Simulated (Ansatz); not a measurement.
# ClFMoS2: up Jacob's ladder to CCSD(T)

One table from this session's results is given with a row withheld; the runs are named, their logs left out.

Program: Ansatz 0.2.0, Gaussian basis. Level of theory: functionals in def2-TZVPP, the program's frozen cores in correlated methods. These are calculated values, not measurements.

Levels to be run: LDA (SPW92), PBE-D4, revPBE-D4, BLYP-D4, r2SCAN-D4, B97M-V, PBE0-D4, B3LYP-D4, r2SCANh-D4, r2SCAN0-D4, HSE06-D4, BHLYP-D4, CAM-B3LYP-D4, LC-ωPBE, ωB97X-V, ωB97M-V, B2PLYP, PBE-QIDH; CCSD(T)/def2-SVP; CCSD(T)/def2-TZVPP; MP2/def2-QZVPP; extrapolation to the limit; RPA on PBE.

### The relaxed structure

The geometry comes from an earlier relaxation with PBE0-D4 in a triple-zeta def2 set; it is a stationary point. Mo takes the def2 core potential; no spin-orbit term is included.

SMILES `[F][Mo](=[S])(=[S])[Cl]`, 5 atoms, charge 0, spin multiplicity 1.

Atoms are counted from 1 here; the program's logs count them from 0.

Bond lengths: F1–Mo2 1.831 Å, Mo2–S3 2.085 Å, Mo2–S4 2.085 Å, Mo2–Cl5 2.229 Å. Angles: F1–Mo2–S3 109.6°, F1–Mo2–S4 109.6°, F1–Mo2–Cl5 113.0°, S3–Mo2–S4 107.6°, S3–Mo2–Cl5 108.4°, S4–Mo2–Cl5 108.4°.

As a file:

```mol
ClFMoS2
  3D, bonds by distance, orders not assigned

  5  4  0  0  0  0  0  0  0  0999 V2000
   -0.6767   -0.2635    1.7672 F   0  0
   -0.0215   -0.0313    0.0730 Mo  0  0
    1.8367   -0.9626   -0.0939 S   0  0
   -1.3034   -0.9307   -1.3039 S   0  0
    0.2149    2.1144   -0.4839 Cl  0  0
  1  2  8  0
  2  3  8  0
  2  4  8  0
  2  5  8  0
M  END
```

Set-up of the first run:

File in.yaml:

```yaml
crystal:
  periodic: [false, false, false]
  atoms:
    - {symbol: F, position_ang: [-0.676692, -0.263464, 1.767162]}
    - {symbol: Mo, position_ang: [-0.021519, -0.031343, 0.073027]}
    - {symbol: S, position_ang: [1.836672, -0.962605, -0.093851]}
    - {symbol: S, position_ang: [-1.303425, -0.930727, -1.303853]}
    - {symbol: Cl, position_ang: [0.214865, 2.114440, -0.483885]}
basis:
  gaussian: {orbitals: def2-TZVPP}
hamiltonian: {xc: lda}
output: {orbitals: {seedname: orbitals}}
```

Launch:

```bash
> ansatz run in.yaml --threads 4 --pin off --events-out ev --progress --plain --max-ram 10444MiB
```

Among the steps run: LDA; PBE-D4 (GGA); revPBE-D4 (GGA); BLYP-D4 (GGA); r2SCAN-D4 (meta-GGA); B97M-V (meta-GGA); PBE0-D4 (hybrid); B3LYP-D4 (hybrid); r2SCANh-D4 (hybrid); r2SCAN0-D4 (hybrid); HSE06-D4 (hybrid); BHLYP-D4 (hybrid); CAM-B3LYP-D4 (range-separated); LC-ωPBE (range-separated); ωB97X-V (range-separated); ωB97M-V (range-separated); B2PLYP (double hybrid); PBE-QIDH (double hybrid).

One table of the session follows, with a row left open; its other results are not shown here.

It belongs to the step «Orbital energies across the functionals». 

| functional | HOMO (eV) | LUMO (eV) | gap (eV) |
| --- | --- | --- | --- |
| LDA (SPW92) | -6.85 | -4.65 | 2.20 |
| PBE-D4 | -6.70 | -4.46 | 2.24 |
| revPBE-D4 | -6.65 | -4.39 | 2.26 |
| BLYP-D4 | -6.51 | -4.31 | 2.20 |
| r2SCAN-D4 | -6.99 | -4.51 | 2.48 |
| B97M-V | -7.04 | -4.48 | 2.55 |
| PBE0-D4 | -7.82 | -3.83 | 3.99 |
| B3LYP-D4 | -7.58 | -3.98 | 3.59 |
| r2SCANh-D4 | -7.39 | -4.25 | 3.14 |
| r2SCAN0-D4 | -8.00 | -3.85 | 4.15 |
| HSE06-D4 | -7.43 | -4.20 | 3.23 |
| BHLYP-D4 | -8.77 | -2.99 | 5.77 |
| CAM-B3LYP-D4 | ? | ? | ? |
| LC-ωPBE | -10.27 | -1.82 | 8.44 |
| ωB97X-V | -9.94 | -1.84 | 8.10 |
| ωB97M-V | -9.76 | -1.80 | 7.97 |

Q: Estimate the row for CAM-B3LYP-D4 from the others.

As computed: HOMO (eV): -8.99; LUMO (eV): -2.80; gap (eV): 6.19. In the column «HOMO (eV)» it lies between ωB97M-V (-9.76) and BHLYP-D4 (-8.77).
